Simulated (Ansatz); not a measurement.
# Hf2SnSe6: the cost of one run

Program: Ansatz 0.2.0. Level of theory: DFT PBE, scalar-relativistic, plane waves, PAW. These are calculated values, not measurements.

3 further runs of the same task are left out: 2 that didn't finish, 1 set aside as unsound or not needed. Runs told in other sessions of the task aren't counted.

## (1) Starting point

The structure is trigonal, space group P-31m (No. 162). The conventional cell has a = 6.611 Å, b = 6.611 Å, c = 7.205 Å, α = 90.00°, β = 90.00°, γ = 120.00°. Hf (site symmetry 32) has 6 Se at 2.70 Å in its first shell of neighbours. Sn (site symmetry -3m) has 6 Se at 2.75 Å in its first shell of neighbours. Se (site symmetry m) has 2 Hf at 2.70 Å and 1 Sn at 2.75 Å in its first shell of neighbours.

As a file:

```xyz
9
Lattice="6.6105 0.0000 0.0000 -3.3053 5.7249 0.0000 0.0000 0.0000 7.2051" Properties=species:S:1:pos:R:3 pbc="T T T"
Hf    3.3053    1.9083    0.0000
Hf    0.0000    3.8166    0.0000
Sn    0.0000    0.0000    0.0000
Se    2.1829    3.7809    1.5869
Se    2.2447    0.0000    1.5869
Se   -1.1224    1.9440    1.5869
Se   -2.1829    3.7809    5.6182
Se    4.3658    0.0000    5.6182
Se    1.1224    1.9440    5.6182
```

The cell was relaxed beforehand at this level, from a generated guess; it needn't be the stable form of this composition. At a tolerance of 0.02 Å it has space group P-31m (No. 162); it has 30.30 Å³/atom, an uncorrected energy of -0.96 eV/atom over the elements.

## (2) Bands, states and charges

The input, input.yaml:

```yaml
crystal:
  lattice:
    - [6.6105194389, 0.0, 0.0]
    - [-3.3052597195, 5.7248777663, 0.0]
    - [0.0, 0.0, 7.205101]
  atoms:
    - { symbol: Hf, position: [0.6666666667, 0.3333333333, 0.0] }
    - { symbol: Hf, position: [0.3333333333, 0.6666666667, 0.0] }
    - { symbol: Sn, position: [0.0, 0.0, 0.0] }
    - { symbol: Se, position: [0.660431, 0.660431, 0.220246] }
    - { symbol: Se, position: [0.339569, 0.0, 0.220246] }
    - { symbol: Se, position: [0.0, 0.339569, 0.220246] }
    - { symbol: Se, position: [0.0, 0.660431, 0.779754] }
    - { symbol: Se, position: [0.660431, 0.0, 0.779754] }
    - { symbol: Se, position: [0.339569, 0.339569, 0.779754] }
basis:
  ecutwfc: 420
kpoints:
  mp_grid: { grid: [6, 6, 6] }
  band_path:
    path:
      - [[0.0, 0.0, 0.0], [0.5, 0.0, 0.0], [0.33333333, 0.33333333, 0.0], [0.0, 0.0, 0.0], [0.0, 0.0, 0.5], [0.5, 0.0, 0.5], [0.33333333, 0.33333333, 0.5], [0.0, 0.0, 0.5]]
      - [[0.5, 0.0, 0.5], [0.5, 0.0, 0.0]]
      - [[0.33333333, 0.33333333, 0.5], [0.33333333, 0.33333333, 0.0], [0.33333333, 0.33333333, -0.5]]
    npoints: 14
hamiltonian:
  xc: pbe
scf:
  occupations: { method: gaussian, width: 0.01 }
  n_extra_bands: 22
output:
  forces: true
  stress: true
  eigenvalues: true
  populations: true
  dos: { projected: true, de: 0.02, nscf_kmesh: { grid: [8, 8, 8] } }
  bader: true
  write_density: true
  write_potential: true
  elf: true
  volumetric_format: npy
```

The run is started by

```
$ ansatz run input.yaml --threads 4 --pin off --max-ram 8192MiB --backend cpu --events-out ev --progress --plain --runs-dir out
```

**Question.** How long does this run take on 4 threads of Arm Neoverse N1, shared host, and how much memory does it need?

About 2.5 min, with a peak of 2.4 GiB.
